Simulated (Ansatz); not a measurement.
Run this with the Python package of Ansatz (0.2.0) and show what comes out.

Contents of `alfh5nsi.xyz`:
```text
9

F    -1.45450    0.83110   -1.45820
Si    0.04040    1.03750   -0.81840
N     0.68140   -0.57280   -0.44370
Al   -0.26240   -1.30230    0.98390
H     0.91570    1.69300   -1.82020
H    -0.01340    1.88540    0.39540
H     1.70040   -0.41950   -0.04250
H    -1.03220   -2.69960    0.78150
H    -0.48680   -0.49920    2.40490
```

`alfh5nsi_opt.py`:
```python
import ansatz
import numpy as np

BASIS = "def2-SVP"
XC = "hf"

molecule = ansatz.Crystal.molecule_from_extxyz("alfh5nsi.xyz")

setup = molecule.calculation().basis(gaussian=BASIS).functional(XC)
symbols = [site.symbol for site in molecule.cartesian_sites]
start = np.array([site.position_ang for site in molecule.cartesian_sites], dtype=float)
def progress(event):
    if event["event"] == "relax_step":
        row = event["data"]
        print(f"step {row['step']:3d}  E = {row['lagrangian_ev']:.6f} eV  max force {row['allowed_force_max_ev_ang']:.4f} eV/A")


data = setup.relax(force_tolerance=0.02).session().plan().execute(on_event=progress).report
end = np.array(data["positions_ang"])

print(f"E = {data['free_energy_ev']:.6f} eV = {data['free_energy_ev'] / 27.211386246:.7f} Ha")
print("converged:", data["converged"], " doubts:", data["published_state_doubts"] or "none")

print("final positions (A) and the move of each atom")
for symbol, xyz, old in zip(symbols, end, start):
    print(f"{symbol:2s} {xyz[0]:10.5f} {xyz[1]:10.5f} {xyz[2]:10.5f}   {np.linalg.norm(xyz - old):7.4f}")

charges = data["charge_distribution"]
dipole = np.array(charges["dipole_moment_e_ang"]) * 4.803205
print("dipole (D): {:.3f} {:.3f} {:.3f}, length {:.3f}".format(*dipole, np.linalg.norm(dipole)))
print("atom  Mulliken   Lowdin")
for symbol, m, l in zip(symbols, charges["mulliken_charges_e"], charges["lowdin_charges_e"]):
    print(f"{symbol:4s} {m:9.3f} {l:8.3f}")
with open("alfh5nsi_opt.xyz", "w") as handle:
    handle.write(f"{len(symbols)}\nrelaxed AlFH5NSi\n")
    handle.writelines(f"{s:2s} {x:11.6f} {y:11.6f} {z:11.6f}\n" for s, (x, y, z) in zip(symbols, end))
```

```console
$ python alfh5nsi_opt.py
step   1  E = -18706.057447 eV  max force 2.7935 eV/A
step   2  E = -18706.494330 eV  max force 1.3855 eV/A
step   3  E = -18706.637852 eV  max force 0.9718 eV/A
step   4  E = -18706.780895 eV  max force 0.4235 eV/A
step   5  E = -18706.867142 eV  max force 0.6111 eV/A
step   6  E = -18706.912700 eV  max force 1.7304 eV/A
step   7  E = -18707.006680 eV  max force 1.0227 eV/A
step   8  E = -18707.081300 eV  max force 0.3154 eV/A
step   9  E = -18707.124637 eV  max force 0.1913 eV/A
step  10  E = -18707.153585 eV  max force 0.1776 eV/A
step  11  E = -18707.170086 eV  max force 0.1666 eV/A
step  12  E = -18707.184660 eV  max force 0.1084 eV/A
step  13  E = -18707.178206 eV  max force 0.5934 eV/A
step  14  E = -18707.188761 eV  max force 0.1233 eV/A
step  15  E = -18707.190853 eV  max force 0.1646 eV/A
step  16  E = -18707.190003 eV  max force 0.1452 eV/A
step  17  E = -18707.193101 eV  max force 0.0256 eV/A
step  18  E = -18707.194191 eV  max force 0.0144 eV/A
step  19  E = -18707.194527 eV  max force 0.0287 eV/A
step  20  E = -18707.194555 eV  max force 0.0168 eV/A
E = -18707.194555 eV = -687.4767197 Ha
converged: True  doubts: none
final positions (A) and the move of each atom
F    -1.20090    1.37060   -1.70422    0.6449
Si    0.08962    1.18330   -0.74905    0.1688
N     0.28974   -0.45383   -0.28551    0.4388
Al   -0.17318   -1.35056    1.19803    0.2369
H     1.23756    1.66645   -1.53745    0.4292
H    -0.14419    2.01329    0.44390    0.1892
H     0.70013   -1.02316   -1.00866    1.5161
H     0.13305   -2.89535    1.24484    1.2692
H    -0.84322   -0.55715    2.38082    0.3619
dipole (D): 1.576 -1.167 0.546, length 2.036
atom  Mulliken   Lowdin
F       -0.486   -0.118
Si       1.116    0.373
N       -0.839   -0.109
Al       0.890    0.368
H       -0.187   -0.122
H       -0.181   -0.107
H        0.182    0.014
H       -0.250   -0.151
H       -0.246   -0.148
```

It writes `alfh5nsi_opt.xyz`:
```text
9
relaxed AlFH5NSi
F    -1.200898    1.370601   -1.704221
Si    0.089616    1.183296   -0.749051
N     0.289741   -0.453827   -0.285515
Al   -0.173179   -1.350557    1.198031
H     1.237560    1.666447   -1.537450
H    -0.144190    2.013292    0.443903
H     0.700127   -1.023156   -1.008659
H     0.133045   -2.895346    1.244845
H    -0.843222   -0.557150    2.380818
```

Notes:
- Total energies depend on the basis set; only differences at equal settings carry meaning.
- The end point is the stationary point reached from this start; no frequency run checks that it is a minimum, and the basis set is modest.
- The Löwdin charges here are taken after orthogonalising the functions within each atom; they differ from plain Löwdin charges, and their signs can be unphysical.
- Hardware and time: 32 s on 1 thread of Arm Neoverse V2, with other jobs on the host, peak memory 0.23 GiB.

(Lines on the test bed's own set-up are left out of the output.)
